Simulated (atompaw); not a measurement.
**A PAW (atompaw) potential for Yb, from input to tests**

Task: generate the file, and judge it by its logarithmic derivatives, its ghosts and its cutoff.

The numbers are computed with atompaw 4.2.0.5 (PBE, scalar-relativistic, spin-unpolarised reference atom).

### Step 1. The atom and the settings

The settings as typed:

| Quantity | Value |
| --- | --- |
| element | ytterbium (Yb, Z = 70) |
| type | PAW |
| frozen core | [Kr] 4d10 5s2 |
| valence charge | 22 |
| reference configuration | 4f14 5p6 5d0 6s1.75 6p0.25 |
| partial waves | 6s (bound): rc 3.00 bohr; 6s channel at 0.3 Ry: rc 3.00 bohr; 5p (bound): rc 2.10 bohr; 6p (bound): rc 2.35 bohr; 5d (bound, empty): rc 3.00 bohr; 5d channel at 1.05 Ry: rc 3.00 bohr; 4f (bound): rc 1.05 bohr; 4f channel at 4.85 Ry: rc 1.05 bohr |
| local potential | bessel scheme, radius 2.45 bohr |
| core correction | smooth core density matched at 2.75 bohr |
| augmentation charge | sinc compensation charge, radius 2.95 bohr; PAW radius 3.00 bohr; waves and projectors: custom polynom vanderbiltortho |

The nodes and maxima of the atom's own shells, from an earlier all-electron run, set the scale for the radii.

All-electron outer shells of the reference configuration (PBE, scalar-relativistic, ld1.x):

```json
{"shell": "4d", "level (eV)": "-178.34", "outermost node (bohr)": "0.24", "outermost maximum (bohr)": "0.49"}
{"shell": "5s", "level (eV)": "-55.35", "outermost node (bohr)": "0.58", "outermost maximum (bohr)": "1.07"}
{"shell": "5p", "level (eV)": "-27.85", "outermost node (bohr)": "0.62", "outermost maximum (bohr)": "1.24"}
{"shell": "6s", "level (eV)": "-4.16", "outermost node (bohr)": "1.46", "outermost maximum (bohr)": "3.24"}
{"shell": "4f", "level (eV)": "-3.43", "outermost node (bohr)": "–", "outermost maximum (bohr)": "0.49"}
{"shell": "6p", "level (eV)": "-1.30", "outermost node (bohr)": "1.81", "outermost maximum (bohr)": "4.60"}
{"shell": "5d", "level (eV)": "-0.95", "outermost node (bohr)": "0.70", "outermost maximum (bohr)": "2.09"}
```

### Step 2. The generation run

Contents of Yb.input:

```
Yb 70
GGA-PBE scalarrelativistic loggrid 2001 logderivrange -4 5 226
6 6 5 4 0 0
6 0 1.75
6 1 0.25
5 2 0
0 0 0
c
c
c
c
c
v
c
c
c
v
v
c
c
v
v
3
3.00 2.95 2.45 2.75
y
0.3
n
n
y
1.05
n
y
4.85
n
custom polynom vanderbiltortho sinc
bessel
3.00
3.00
2.10
2.35
3.00
3.00
1.05
1.05
PWSCFOUT
UPFDX 0.0125d0 UPFXMIN -7.d0 UPFZMESH 70.d0
END
```

The run is started by

```bash
$ atompaw < Yb.input > Yb.log
```

Q: Predict the outcome of this session. Wanted: cutoffs for 10 and 1 mRy, occupied levels; bound ghosts; largest phase difference near zero energy, channels read; lowest eigenvalue of the overlap; share of valence orbitals outside the PAW sphere; UPF file.

The runs gave:

| quantity | value |
| --- | --- |
| cutoffs for 10 and 1 mRy, occupied levels | 200 Ry and over 300 Ry |
| bound ghosts | none found |
| largest phase difference near zero energy, channels read | 0.012 rad |
| lowest eigenvalue of the overlap (Bessel basis) | 0.249 (s) |
| share of valence orbitals outside the PAW sphere | 6s 72 %, 5p 1 %, 6p 93 %, 5d 55 %, 4f 1 % |
| UPF file | written |

The potential is very hard: the looser tolerance needs 200 Ry. The tighter tolerance needs over 300 Ry, and converged work needs a cutoff nearer that. The slowest occupied level is 4f: taken alone it needs 200 Ry to come within 1 mRy, against 25 Ry for 5p. The Bessel-basis test finds no level below the valence levels. Near zero energy the phases of the channels with partial waves agree within 0.012 rad. These are tests on the free atom; a crystal test is still owed.
